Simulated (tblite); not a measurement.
# C3H7NO2Si3: the cost of one run

Computed with tblite 0.8.0 and PySCF 2.14.0, with density-fitted response routines of our own, on a single molecule in the gas phase. Atoms are numbered from 0 throughout.

### Step 1. The molecule as given

16 atoms, charge 0, multiplicity 1; geometry from: force field or distance geometry start.

Bonds of the start (Å): N0–C1 1.17, C1–Si2 1.82, Si2–C3 1.82, C3–O4 1.21, C3–O5 1.35, Si2–Si6 2.26, Si6–C7 1.91, C7–Si8 1.91, Si8–Si2 2.25, O5–H9 0.98, Si6–H10 1.49, Si6–H11 1.48, C7–H12 1.10, C7–H13 1.09, Si8–H14 1.48, Si8–H15 1.49.

### Step 2. Geometry optimisation with GFN2-xTB

What the job is given:

```
{"job": {"kind": "relax", "xc": "GFN2-xTB", "basis": "xTB"}, "charge": 0, "multiplicity": 1}
N      0.590800    -0.612600     3.465800
C      0.599800    -0.351600     2.324500
Si     0.635800     0.032500     0.550600
C      2.211600     0.393800    -0.281400
O      2.553700     1.542700    -0.446000
O      3.013700    -0.623300    -0.676300
Si    -1.062700     1.380300    -0.077800
C     -2.188500    -0.151500    -0.218800
Si    -0.722400    -1.303700    -0.645100
H      3.805900    -0.187500    -1.057500
H     -1.558500     2.331700     0.949100
H     -0.890100     2.025000    -1.397200
H     -2.950600    -0.079000    -1.003000
H     -2.679100    -0.418500     0.717300
H     -0.449100    -1.292500    -2.104300
H     -0.918100    -2.676900    -0.111200
```

Command:

```bash
> OMP_NUM_THREADS=1 python probes_run.py task.json out
```

The driver reads the jobs from task.json and runs them one after another.

**Question.** How long does this first job take on 1 thread of Arm Neoverse V2, shared host, and how much memory does it need?

About 1.6 s, with a peak of 0.18 GiB.
